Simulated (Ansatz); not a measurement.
Program: Ansatz.

Input file:

```yaml
crystal:
  lattice:
    - [5.7891, 0.0, 0.0]
    - [0.0, 5.66422, 0.0]
    - [0.0, 0.0, 17.177923]
  atoms:
    - { symbol: W, position: [0.0, 0.0, 0.0582143] }
    - { symbol: C, position: [0.00560711, 0.24731059, 0.14951447] }
    - { symbol: W, position: [0.25008429, 3.364e-05, 0.19532339] }
    - { symbol: C, position: [0.47251596, 0.25350019, 0.25318335] }
    - { symbol: W, position: [0.0, 0.5, 0.0582143] }
    - { symbol: C, position: [-0.00729407, 0.75175377, 0.14169049] }
    - { symbol: W, position: [0.25003377, 0.50004213, 0.19422858] }
    - { symbol: C, position: [0.02748495, 0.74650059, 0.25322992] }
    - { symbol: W, position: [0.5, 0.0, 0.0582143] }
    - { symbol: C, position: [0.50743419, 0.24823916, 0.14168945] }
    - { symbol: W, position: [0.75008828, 1.985e-05, 0.20383628] }
    - { symbol: C, position: [0.69289615, 0.26568448, 0.29273196] }
    - { symbol: W, position: [0.5, 0.5, 0.0582143] }
    - { symbol: C, position: [0.49453514, 0.75271512, 0.14950823] }
    - { symbol: W, position: [0.75005436, 0.50002192, 0.19236551] }
    - { symbol: C, position: [0.80701367, 0.73423721, 0.29274046] }
    - { symbol: B, position: [0.74998576, 0.49994302, 0.32172671] }
basis:
  ecutwfc: 420.0
kpoints:
  mp_grid: { grid: [4, 5, 1] }
hamiltonian:
  xc: lda
  pseudopotentials: { kind: paw, azcp: { folder: soft_1 } }
scf:
  occupations: { method: fermi_dirac, width: 0.1 }
  lower_state_search: "off"
neb:
  images: 7
  f_tol: 0.05
  initial_path: idpp
  max_iterations: 51
  constraints: [{ sites: [0, 4, 8, 12] }]
  final_atoms:
    - { symbol: W, position: [0.0, 0.0, 0.0582143] }
    - { symbol: C, position: [-0.00729407, 0.25175377, 0.14169049] }
    - { symbol: W, position: [0.25003377, 4.213e-05, 0.19422858] }
    - { symbol: C, position: [0.49453514, 0.25271512, 0.14950823] }
    - { symbol: W, position: [0.0, 0.5, 0.0582143] }
    - { symbol: C, position: [0.00560711, 0.74731059, 0.14951447] }
    - { symbol: W, position: [0.25008429, 0.50003364, 0.19532339] }
    - { symbol: C, position: [0.00560711, 0.74731059, 0.14951447] }
    - { symbol: W, position: [0.5, 0.0, 0.0582143] }
    - { symbol: C, position: [0.49453514, 0.25271512, 0.14950823] }
    - { symbol: W, position: [0.75005436, 2.192e-05, 0.19236551] }
    - { symbol: C, position: [0.80701367, 0.23423721, 0.29274046] }
    - { symbol: W, position: [0.5, 0.5, 0.0582143] }
    - { symbol: C, position: [0.50743419, 0.74823916, 0.14168945] }
    - { symbol: W, position: [0.75008828, 0.50001985, 0.20383628] }
    - { symbol: C, position: [0.69289615, 0.76568448, 0.29273196] }
    - { symbol: B, position: [0.74998576, 0.99994302, 0.32172671] }
  order_check: true
```

Run as:

```bash
$ ansatz run input.yaml --threads 4 --pin off --max-ram 10240MiB --backend cpu --events-out ev --progress --plain --runs-dir out
```

Q: What happens?

A: The program refused the input.

```
Error: invalid value for `neb.final_atoms`: atoms 3 and 9 coincide, 0.00e0 Å apart — within crystal.symmetry.tolerance (1e-5 of a cell vector) on every axis, the bar that crystal.atoms meet: set the two apart
```
